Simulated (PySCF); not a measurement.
# C2H8NPSi: the cost of one run

The runs use PySCF 2.14.0, with density-fitted response routines of our own; the level of theory stands in each step. All values are computed, except where a source is named. Atoms are numbered from 0 throughout.

## Step 1: The starting structure

13 atoms, charge 0, multiplicity 1; geometry from: GFN2-xTB. The atoms were then displaced at random by about 0.01 Å, so the start is not that level's minimum.

Bonds of the start (Å): C0–C1 1.35, C1–Si2 1.90, Si2–N3 1.72, Si2–P4 2.24, C0–H5 1.08, C0–H6 1.06, C1–H7 1.08, Si2–H8 1.46, N3–H9 0.98, N3–H10 1.04, P4–H11 1.36, P4–H12 1.36.

## Step 2: Geometry optimisation at PBE0-D3(BJ)/def2-SVP

The job: settings as JSON, then the geometry in Å.

```
{"job": {"xc": "PBE0", "basis": "def2-SVP", "d3": "d3bj", "grid": 1, "shake": 0.01, "kind": "geom"}, "charge": 0, "multiplicity": 1}
C      2.055520    -1.064760     0.382670
C      0.927560    -0.425230     0.766940
Si    -0.332870     0.403580    -0.388480
N     -0.616290     1.962220     0.278230
P     -2.314940    -0.636770    -0.279580
H      2.310840    -1.090950    -0.663830
H      2.722220    -1.517830     1.071420
H      0.716720    -0.390410     1.822170
H      0.225190     0.402740    -1.735640
H      0.084290     2.638910     0.372400
H     -1.536650     2.405710     0.086650
H     -2.426050    -0.821090    -1.627070
H     -1.809730    -1.883020    -0.096200
```

Run with:

```
$ OMP_NUM_THREADS=1 python probes_run.py task.json out
```

This one command runs all jobs of the session in turn.

**Question.** How long does this first job take on 1 thread of Arm Neoverse V2, shared host, and how much memory does it need?

About 2.3 min, with a peak of 0.52 GiB.
